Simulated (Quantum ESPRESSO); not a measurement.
# Hf in Quantum ESPRESSO: a series of runs, part 2 of 3

Quantum ESPRESSO 7.5.

## 3. Work function, PBE

The input, pw.in:

```
&CONTROL
  calculation = 'scf'
  prefix = 'pwscf'
  outdir = './tmp'
  pseudo_dir = './pseudo'
  tprnfor = .true.
  disk_io = 'low'
/
&SYSTEM
  ibrav = 0
  celldm(1) = 8
  nat = 7
  ntyp = 1
  ecutwfc = 58
  nbnd = 55
  occupations = 'smearing'
  smearing = 'fd'
  degauss = 0.00183747
/
&ELECTRONS
  conv_thr = 7d-09
  electron_maxstep = 150
  mixing_beta = 0.3
  mixing_mode = 'local-TF'
/
ATOMIC_SPECIES
Hf   178.4900 Hf.upf
CELL_PARAMETERS alat
  0.7551105892172   0.0000000000000   0.0000000000000
 -0.3775552946081   0.6539449529284   0.0000000000000
  0.0000000000000   0.0000000000000   7.1274327810979
ATOMIC_POSITIONS crystal
Hf     0.6666666667    0.3333333334    0.2485633041
Hf     0.3333333333    0.6666666666    0.3323755361
Hf     0.6666666667    0.3333333334    0.4161877680
Hf     0.3333333333    0.6666666666    0.5000000000
Hf     0.6666666667    0.3333333334    0.5838122320
Hf     0.3333333333    0.6666666666    0.6676244639
Hf     0.6666666667    0.3333333334    0.7514366959
K_POINTS automatic
10 10 1 0 0 0
```

The input, pp_density.in:

```
&INPUTPP
  prefix = 'pwscf'
  outdir = './tmp'
  filplot = 'density.dat'
  plot_num = 0
/
&PLOT
  nfile = 1
  filepp(1) = 'density.dat'
  iflag = 3
  output_format = 6
  fileout = 'density.cube'
/
```

The input, pp_potential.in:

```
&INPUTPP
  prefix = 'pwscf'
  outdir = './tmp'
  filplot = 'potential.dat'
  plot_num = 11
/
&PLOT
  nfile = 1
  filepp(1) = 'potential.dat'
  iflag = 3
  output_format = 6
  fileout = 'potential.cube'
/
```

The input, pp_elf.in:

```
&INPUTPP
  prefix = 'pwscf'
  outdir = './tmp'
  filplot = 'elf.dat'
  plot_num = 8
/
&PLOT
  nfile = 1
  filepp(1) = 'elf.dat'
  iflag = 3
  output_format = 6
  fileout = 'elf.cube'
/
```

Potentials or basis: PseudoDojo 0.4.1 SR PBE standard.

The run is started by

```console
$ OMP_NUM_THREADS=1 mpirun -n 2 pw.x -nk 2 -in pw.in > pw.out
$ OMP_NUM_THREADS=1 mpirun -n 1 pp.x -in pp_density.in > pp_density.out
$ OMP_NUM_THREADS=1 mpirun -n 1 pp.x -in pp_potential.in > pp_potential.out
$ OMP_NUM_THREADS=1 mpirun -n 1 pp.x -in pp_elf.in > pp_elf.out
```

pw.out:

```text
This program is part of the open-source Quantum ESPRESSO suite
     for quantum simulation of materials; please cite
[... 6 lines left out ...]
     using ibrav=0 with symmetry is DISCOURAGED, use correct ibrav instead

     K-points division:     npool     =       2
     Subspace diagonalization in iterative solution of the eigenvalue problem:
     a serial algorithm will be used

     G-vector sticks info
     --------------------
     sticks:   dense  smooth     PW     G-vecs:    dense   smooth      PW
     Sum         583     583    163               107755   107755   16931

     Using Slab Decomposition

     bravais-lattice index     =            0
     lattice parameter (alat)  =       8.0000  a.u.
     unit-cell volume          =    1802.0002 (a.u.)^3
     number of atoms/cell      =            7
     number of atomic types    =            1
     number of electrons       =        84.00
     number of Kohn-Sham states=           55
     kinetic-energy cutoff     =      58.0000  Ry
     charge density cutoff     =     232.0000  Ry
     scf convergence threshold =      7.0E-09
     mixing beta               =       0.3000
     number of iterations used =            8  local-TF  mixing
     Exchange-correlation= PBE
                           (   1   4   3   4   0   0   0)

     celldm(1)=   8.000000  celldm(2)=   0.000000  celldm(3)=   0.000000
     celldm(4)=   0.000000  celldm(5)=   0.000000  celldm(6)=   0.000000

     crystal axes: (cart. coord. in units of alat)
               a(1) = (   0.755111   0.000000   0.000000 )
               a(2) = (  -0.377555   0.653945   0.000000 )
               a(3) = (   0.000000   0.000000   7.127433 )

     reciprocal axes: (cart. coord. in units 2 pi/alat)
               b(1) = (  1.324309  0.764590 -0.000000 )
               b(2) = (  0.000000  1.529181  0.000000 )
               b(3) = (  0.000000 -0.000000  0.140303 )

     PseudoPot. # 1 for Hf read from file:
     Hf.upf
[... 54 lines left out ...]
     Self-consistent Calculation

     iteration #  1     ecut=    58.00 Ry     beta= 0.30
     Davidson diagonalization with overlap
     ethr =  1.00E-02,  avg # of iterations =  2.6

     total energy              =    -789.69955757 Ry
     estimated scf accuracy    <       5.69056204 Ry
[... 79 lines left out ...]
     total energy              =    -789.64574970 Ry
     estimated scf accuracy    <       0.00128130 Ry

     iteration # 13     ecut=    58.00 Ry     beta= 0.30
     Davidson diagonalization with overlap
     c_bands:  1 eigenvalues not converged
     c_bands:  1 eigenvalues not converged
     ethr =  1.53E-06,  avg # of iterations =  7.8

     negative rho (up, down):  1.363E-04 0.000E+00

     total energy              =    -789.64575190 Ry
     estimated scf accuracy    <       0.00780862 Ry
[... 49 lines left out ...]
     iteration # 20     ecut=    58.00 Ry     beta= 0.30
     Davidson diagonalization with overlap
     ethr =  3.70E-11,  avg # of iterations =  2.4

     End of self-consistent calculation

          k = 0.0000 0.0000 0.0000 ( 13537 PWs)   bands (ev):

   -55.3935 -55.3935 -55.0522 -54.9961 -54.9869 -54.9484 -54.9472 -24.2188
   -24.2075 -24.0717 -23.8558 -23.6797 -23.6797 -23.6797 -23.6797 -23.6443
   -23.4298 -23.4111 -23.4111 -23.3535 -23.3535 -23.3323 -23.3323 -23.3273
   -23.2858 -23.2858 -23.2777 -23.2777  -0.3395   0.1212   0.7651   1.5375
     2.2766   2.8477   3.1158   6.7528   6.8152   7.0152   7.1561   7.4318
     7.4385   7.8999   7.8999   7.9024   7.9255   7.9255   8.0615   8.0615
     8.0771   8.0771   8.2293   8.2532   8.2532   8.5352   8.5352
[... 33 lines left out ...]
   -55.3613 -55.3613 -55.0117 -54.9576 -54.9554 -54.9227 -54.9227 -24.2004
   -24.2001 -24.1093 -24.1068 -24.0054 -23.9806 -23.8745 -23.8587 -23.8016
   -23.8016 -23.7885 -23.7097 -23.5765 -23.5611 -23.4910 -23.4903 -23.4514
   -23.4505 -23.4356 -23.3845 -23.3656   2.9749   3.0961   3.3339   3.6748
     4.0437   4.3425   4.4309   5.0519   5.3718   5.6022   5.8087   6.0019
     6.0638   7.0257   7.0584   7.7055   7.7960   7.8315   7.9327   7.9723
     8.0670   8.1790   8.3123   8.8629   9.6174  10.0753  10.5248

          k = 0.0000-0.7646 0.0000 ( 13440 PWs)   bands (ev):

   -55.3579 -55.3579 -55.0073 -54.9534 -54.9521 -54.9202 -54.9201 -24.2489
   -24.2486 -24.1170 -24.1136 -24.0469 -24.0109 -23.9152 -23.8661 -23.8239
   -23.8143 -23.8143 -23.7024 -23.5761 -23.5663 -23.5048 -23.5003 -23.4762
   -23.4627 -23.4528 -23.3952 -23.3753   3.3451   3.3512   3.5831   3.7827
     4.0489   4.1929   4.1950   4.9361   5.3706   5.6212   5.7309   5.8225
     5.9256   7.0978   7.2039   7.8152   7.9352   8.0674   8.1238   8.2020
     8.2181   8.3402   8.4413   8.8085   9.6271  10.3082  10.6373
[... 73 lines left out ...]
   -55.3541 -55.3541 -55.0024 -54.9486 -54.9484 -54.9173 -54.9173 -24.1300
   -24.1297 -24.0751 -24.0737 -24.0252 -24.0245 -23.9317 -23.9197 -23.8579
   -23.7945 -23.7762 -23.7364 -23.7153 -23.6789 -23.6330 -23.5910 -23.5805
   -23.5060 -23.4793 -23.4400 -23.4310   4.7008   4.7467   4.7915   4.8007
     4.9510   4.9528   5.3979   5.4288   5.4847   5.6231   5.6474   5.9070
     5.9315   6.6295   6.6634   6.8509   6.9426   7.0486   7.0704   7.1548
     7.4050   7.4688   8.8165   8.9048   9.2273   9.9173  10.5117

     the Fermi energy is     6.8706 ev

!    total energy              =    -789.64584162 Ry
     estimated scf accuracy    <          5.1E-09 Ry
     smearing contrib. (-TS)   =      -0.00084115 Ry
     internal energy E=F+TS    =    -789.64500046 Ry

     The total energy is F=E-TS. E is the sum of the following terms:
     one-electron contribution =   -4782.46412143 Ry
     hartree contribution      =    2394.87133163 Ry
     xc contribution           =    -199.28100155 Ry
     ewald contribution        =    1797.22879090 Ry

     convergence has been achieved in  20 iterations

     Forces acting on atoms (cartesian axes, Ry/au):

     atom    1 type  1   force =    -0.00000000   -0.00000000    0.02425374
     atom    2 type  1   force =     0.00000000    0.00000000   -0.03000354
     atom    3 type  1   force =     0.00000000    0.00000000    0.00539158
     atom    4 type  1   force =     0.00000000    0.00000000    0.00000000
     atom    5 type  1   force =     0.00000000   -0.00000000   -0.00539158
     atom    6 type  1   force =     0.00000000   -0.00000000    0.03000354
     atom    7 type  1   force =     0.00000000   -0.00000000   -0.02425374

     Total force =     0.055091     Total SCF correction =     0.000382

=------------------------------------------------------------------------------=
   JOB DONE.
=------------------------------------------------------------------------------=
```

pp_density.out:

```text
This program is part of the open-source Quantum ESPRESSO suite
     for quantum simulation of materials; please cite
         "P. Giannozzi et al., J. Phys.:Condens. Matter 21 395502 (2009);
         "P. Giannozzi et al., J. Phys.:Condens. Matter 29 465901 (2017);
         "P. Giannozzi et al., J. Chem. Phys. 152 154105 (2020);
     in publications or presentations arising from this work. More details at

     IMPORTANT: XC functional enforced from input :
     Exchange-correlation= PBE
                           (   1   4   3   4   0   0   0)
     Any further DFT definition will be discarded
     Please, verify this is what you really want

     G-vector sticks info
     --------------------
     sticks:   dense  smooth     PW     G-vecs:    dense   smooth      PW
     Sum         583     583    163               107755   107755   16931

     Using Slab Decomposition

     Calling punch_plot, plot_num =   0
     Writing data to file  density.dat
     Reading data from file  density.dat

     Writing data to be plotted to file density.cube
     Plot Type: 3D                     Output format: Gaussian cube

=------------------------------------------------------------------------------=
   JOB DONE.
=------------------------------------------------------------------------------=
```

pp_potential.out:

```text
This program is part of the open-source Quantum ESPRESSO suite
     for quantum simulation of materials; please cite
         "P. Giannozzi et al., J. Phys.:Condens. Matter 21 395502 (2009);
         "P. Giannozzi et al., J. Phys.:Condens. Matter 29 465901 (2017);
         "P. Giannozzi et al., J. Chem. Phys. 152 154105 (2020);
     in publications or presentations arising from this work. More details at

     IMPORTANT: XC functional enforced from input :
     Exchange-correlation= PBE
                           (   1   4   3   4   0   0   0)
     Any further DFT definition will be discarded
     Please, verify this is what you really want

     G-vector sticks info
     --------------------
     sticks:   dense  smooth     PW     G-vecs:    dense   smooth      PW
     Sum         583     583    163               107755   107755   16931

     Using Slab Decomposition

     Calling punch_plot, plot_num =  11
     Writing data to file  potential.dat
     Reading data from file  potential.dat

     Writing data to be plotted to file potential.cube
     Plot Type: 3D                     Output format: Gaussian cube

=------------------------------------------------------------------------------=
   JOB DONE.
=------------------------------------------------------------------------------=
```

Run time: 3.7 min. Hardware: 2 MPI ranks of Arm Neoverse V1, shared host; peak memory 0.6 GiB.

What came out:

| Item | Value |
| --- | --- |
| Free energy | -10743.6790 eV |
| Largest force | 0.771 eV/Å |
| Band gap on the k mesh | none (metal or under the smearing width) |
| Work function of the upper face | 4.38 eV |
| Work function of the lower face | 4.38 eV |

Forces in eV/Å, atoms in the order of the input:
```
Hf   0.000  0.000  0.624
Hf   0.000  0.000 -0.771
Hf   0.000  0.000  0.139
Hf   0.000  0.000  0.000
Hf   0.000  0.000 -0.139
Hf   0.000  0.000  0.771
Hf   0.000  0.000 -0.624
```

## 4. Work function, PBE

Changes to pw.in since step 3:

```diff
@@ -17,3 +17,3 @@
   smearing = 'fd'
-  degauss = 0.00183747
+  degauss = 0.00367493
 /
```

pp_density.in is that of step 3.

pp_potential.in is that of step 3.

pp_elf.in is that of step 3.

Potentials or basis: PseudoDojo 0.4.1 SR PBE standard.

The run is started by

```console
$ OMP_NUM_THREADS=1 mpirun -n 2 pw.x -nk 2 -in pw.in > pw.out
$ OMP_NUM_THREADS=1 mpirun -n 1 pp.x -in pp_density.in > pp_density.out
$ OMP_NUM_THREADS=1 mpirun -n 1 pp.x -in pp_potential.in > pp_potential.out
$ OMP_NUM_THREADS=1 mpirun -n 1 pp.x -in pp_elf.in > pp_elf.out
```

pw.out:

```text
This program is part of the open-source Quantum ESPRESSO suite
     for quantum simulation of materials; please cite
[... 6 lines left out ...]
     using ibrav=0 with symmetry is DISCOURAGED, use correct ibrav instead

     K-points division:     npool     =       2
     Subspace diagonalization in iterative solution of the eigenvalue problem:
     a serial algorithm will be used

     G-vector sticks info
     --------------------
     sticks:   dense  smooth     PW     G-vecs:    dense   smooth      PW
     Sum         583     583    163               107755   107755   16931

     Using Slab Decomposition

     bravais-lattice index     =            0
     lattice parameter (alat)  =       8.0000  a.u.
     unit-cell volume          =    1802.0002 (a.u.)^3
     number of atoms/cell      =            7
     number of atomic types    =            1
     number of electrons       =        84.00
[... 359 lines left out ...]
   -24.1261 -24.0709 -24.0695 -24.0217 -24.0210 -23.9304 -23.9173 -23.8568
   -23.7912 -23.7746 -23.7342 -23.7129 -23.6765 -23.6297 -23.5872 -23.5787
   -23.5024 -23.4756 -23.4369 -23.4274   4.7037   4.7500   4.7947   4.8040
     4.9548   4.9567   5.3999   5.4318   5.4879   5.6263   5.6509   5.9111
     5.9357   6.6319   6.6660   6.8537   6.9460   7.0519   7.0735   7.1583
     7.4084   7.4723   8.8174   8.9074   9.2301   9.9204  10.5157

     the Fermi energy is     6.8644 ev

!    total energy              =    -789.64734015 Ry
     estimated scf accuracy    <          3.4E-09 Ry
     smearing contrib. (-TS)   =      -0.00443732 Ry
     internal energy E=F+TS    =    -789.64290283 Ry

     The total energy is F=E-TS. E is the sum of the following terms:
     one-electron contribution =   -4782.48440768 Ry
     hartree contribution      =    2394.89387735 Ry
     xc contribution           =    -199.28116340 Ry
     ewald contribution        =    1797.22879090 Ry

     convergence has been achieved in  19 iterations

     Forces acting on atoms (cartesian axes, Ry/au):

     atom    1 type  1   force =     0.00000000   -0.00000000    0.02356712
     atom    2 type  1   force =     0.00000000    0.00000000   -0.02953956
     atom    3 type  1   force =     0.00000000    0.00000000    0.00526890
     atom    4 type  1   force =     0.00000000    0.00000000    0.00000000
     atom    5 type  1   force =     0.00000000    0.00000000   -0.00526890
     atom    6 type  1   force =     0.00000000    0.00000000    0.02953956
     atom    7 type  1   force =     0.00000000   -0.00000000   -0.02356712

     Total force =     0.053958     Total SCF correction =     0.000042

=------------------------------------------------------------------------------=
   JOB DONE.
=------------------------------------------------------------------------------=
```

pp_density.out:

```text
This program is part of the open-source Quantum ESPRESSO suite
     for quantum simulation of materials; please cite
         "P. Giannozzi et al., J. Phys.:Condens. Matter 21 395502 (2009);
         "P. Giannozzi et al., J. Phys.:Condens. Matter 29 465901 (2017);
         "P. Giannozzi et al., J. Chem. Phys. 152 154105 (2020);
     in publications or presentations arising from this work. More details at

     IMPORTANT: XC functional enforced from input :
     Exchange-correlation= PBE
                           (   1   4   3   4   0   0   0)
     Any further DFT definition will be discarded
     Please, verify this is what you really want

     G-vector sticks info
     --------------------
     sticks:   dense  smooth     PW     G-vecs:    dense   smooth      PW
     Sum         583     583    163               107755   107755   16931

     Using Slab Decomposition

     Calling punch_plot, plot_num =   0
     Writing data to file  density.dat
     Reading data from file  density.dat

     Writing data to be plotted to file density.cube
     Plot Type: 3D                     Output format: Gaussian cube

=------------------------------------------------------------------------------=
   JOB DONE.
=------------------------------------------------------------------------------=
```

It took 3.5 min on 2 MPI ranks of Arm Neoverse V1, shared host; peak memory 0.6 GiB.

What came out:

```
Free energy                     : -10743.6994 eV
Largest force                   : 0.759 eV/Å
Band gap on the k mesh          : none (metal or under the smearing width)
Work function of the upper face : 4.38 eV
Work function of the lower face : 4.38 eV
```

Forces in eV/Å, atoms in the order of the input:
```
Hf   0.000  0.000  0.606
Hf   0.000  0.000 -0.759
Hf   0.000  0.000  0.135
Hf   0.000  0.000  0.000
Hf   0.000  0.000 -0.135
Hf   0.000  0.000  0.759
Hf   0.000  0.000 -0.606
```

Levels at points of the mesh, in eV from the Fermi level:
```
            k point  band 39  band 40  band 41  band 42  band 43  band 44  band 45  band 46
 (0.00, 0.00, 0.00)     0.30     0.57     0.58     1.04     1.04     1.04     1.06     1.06
(0.00, -0.50, 0.00)    -1.13    -1.04    -0.94     0.24     0.34     0.95     1.07     1.21
```

(Part 2 of 3 ends here.)
